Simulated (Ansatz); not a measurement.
## ClH₃SSi, SMILES S[SiH2]Cl: the interaction energy of a dimer with the counterpoise correction, step by step

Program: Ansatz 0.2.0 through its Python package.

Run as a notebook:

In [1]:
```python
from dataclasses import dataclass

import ansatz as az
```

In [2]:
```python
@dataclass(frozen=True)
class Settings:
    basis_set: str = 'def2-SVP'
    level: str = 'mp2'


settings = Settings()
```

In [3]:
```python
FIRST = [
    ('S', (-1.0977, -1.2436, -0.2746)),
    ('Si', (0.4908, 0.097, 0.2755)),
    ('Cl', (-0.2011, 1.9817, 0.4113)),
    ('H', (-1.635, -0.4812, -1.2166)),
    ('H', (1.5115, 0.0461, -0.759)),
    ('H', (0.9315, -0.4, 1.5634)),
]
SECOND = [
    ('S', (2.8068, 3.2987, 1.0994)),
    ('Si', (2.8506, 3.1679, -1.0462)),
    ('Cl', (3.5436, 1.3687, -1.6226)),
    ('H', (3.9936, 2.7509, 1.32)),
    ('H', (3.7457, 4.1977, -1.5494)),
    ('H', (1.4657, 3.3508, -1.4317)),
]
```

In [4]:
```python
def energy(atoms, ghosts=()):
    molecule = az.Crystal.molecule()
    for symbol, xyz in atoms:
        molecule = molecule.atom(symbol, xyz)
    calc = (
        molecule.calculation()
        .basis(gaussian=settings.basis_set)
        .correlation(settings.level)
    )
    deck = calc.input()
    if ghosts:
        deck = deck.set(az.key.basis.gaussian.ghost_atoms, [{'symbol': s, 'position_ang': list(xyz)} for s, xyz in ghosts])
    return az.Session.from_dict(deck).plan().execute().report['free_energy_ev']
```

In [5]:
```python
# ghost atoms carry the functions of the partner
both = energy(FIRST + SECOND)
alone = energy(FIRST) + energy(SECOND)
ghosted = energy(FIRST, SECOND) + energy(SECOND, FIRST)
print(f'dimer {both:.6f} eV')
print(f'interaction, uncorrected   {(both - alone):8.3f} eV')
print(f'interaction, counterpoise  {(both - ghosted):8.3f} eV')
print(f'basis-set superposition    {(alone - ghosted):8.3f} eV')
```
```text
dimer -62465.529560 eV
interaction, uncorrected      0.042 eV
interaction, counterpoise     0.250 eV
basis-set superposition       0.208 eV
```

Uncorrected it is 0.042 eV, with the counterpoise correction 0.250 eV; the difference, 0.21 eV, is the superposition error. In this basis both values are repulsive.

Caveats:
- Total energies depend on the basis set; only differences at equal settings carry meaning.
- The dimer is a generated trial pose of unrelaxed monomers, not a minimum, so the figure is no binding energy, and the basis set is small.
- Timing: 11 s on 1 thread of Arm Neoverse V1, with other jobs on the host, peak memory 0.4 GiB.
